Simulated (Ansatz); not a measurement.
Runs of Ansatz 0.2.0 on BeAl3. It takes space group I4/mmm (No. 139, tetragonal). The conventional cell has a = 3.884 Å, b = 3.884 Å, c = 7.704 Å, α = 90.00°, β = 90.00°, γ = 90.00°. Al (site symmetry 4/mmm) is surrounded by 8 Al at 2.74 Å and 4 Be at 2.75 Å. Al (site symmetry -4m2) is surrounded by 8 Al at 2.74 to 2.75 Å and 4 Be at 2.74 Å. Be (site symmetry 4/mmm) is surrounded by 12 Al at 2.74 to 2.75 Å. The cell comes from a database or a generator and needn't be the stable form of this composition.

```csv
task,potentials or basis,cell,cutoff (eV),gap on the mesh (eV),pressure (GPa),relaxed volume (Å³/atom)
relaxation of cell and atoms,PseudoDojo stringent (PBE files),relaxed,1442,none,0.0,14.61
single point,Ansatz PAW,as given,420,none,(a),-
relaxation of cell and atoms,Ansatz PAW earlier set,relaxed,960,none,0.0,14.64
relaxation of cell and atoms,Ansatz NC,relaxed,1800,none,0.0,14.64
```

Alike in all rows: level PBE; no spin polarisation; k mesh 10 × 10 × 10; smearing fermi-dirac 0.05 eV.

Task: Fill in the values left out.

Result: (a) 0.7.

Caveats: the plane-wave basis is chosen anew once the cell has moved, so the energies of steps on either side of that aren't comparable (some runs).

A k mesh can miss the band edges.

A gap of «none» marks a metal or a gap under the smearing width.

Not every run made on this cell is shown here.
